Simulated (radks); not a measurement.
**Cu in [Ar] 3d10 4f1: an all-electron calculation**

The task here is to estimate one member of a computed series from the others.

Method: scalar-relativistic Kohn-Sham, LDA (Slater exchange, Perdew-Wang correlation), spin-polarised, spherical densities, finite nucleus; open shells are filled with parallel spins first. Code: radks (a radial shooting solver on a logarithmic mesh, Libxc functionals) version 1.

**What is computed**

| Quantity | Value |
| --- | --- |
| element | copper (Z = 29) |
| charge | 0 |
| electrons | 29 |
| configuration | [Ar] 3d10 4f1 |
| nuclear rms radius | 3.8823 fm |

Outer shells as boxes (Hund's rule):

Cu
```
[Ar] core
3d [↑↓][↑↓][↑↓][↑↓][↑↓]
4f [↑ ][  ][  ][  ][  ][  ][  ]
```

Set-up of the first run:

The run's settings:

```text
Z 29
configuration [Ar] 3d10 4f1
relativity scalar-relativistic
functional lda,pw
spin polarised
nucleus finite rms 3.8823 fm
c 137.035999084
```

One of the session's tables, all rows but one given; the rest of the session is left out.

It belongs to the step «Shells». From the orbitals of this run (lengths in bohr):

```
  level      <r>  outermost maximum (interpolated)  90 % within  nodes
1s down  0.05221                            0.0342       0.0933      0
  1s up  0.05221                            0.0342       0.0933      0
2s down   0.2357                             0.197        0.365      1
  2s up   0.2357                             0.197        0.365      1
2p down   0.2066                             0.158        0.338      0
  2p up   0.2066                             0.158        0.338      0
3s down   0.7140                             0.614         1.07      2
  3s up   0.7140                             0.614         1.07      2
3p down   0.7513                             0.620         1.17      1
  3p up   0.7513                             0.620         1.17      1
3d down    1.014                             0.601         1.83      0
  3d up    1.014                             0.601         1.83      0
  4f up    17.20                              16.1         23.7      0
4f down        ?                                 ?            ?      ?
```

Estimate the missing values for 4f down.

**Answer.** <r>: 18.17; outermost maximum (interpolated): 16.9; 90 % within: 25.3; nodes: 0. In the column «<r>» it is the highest.
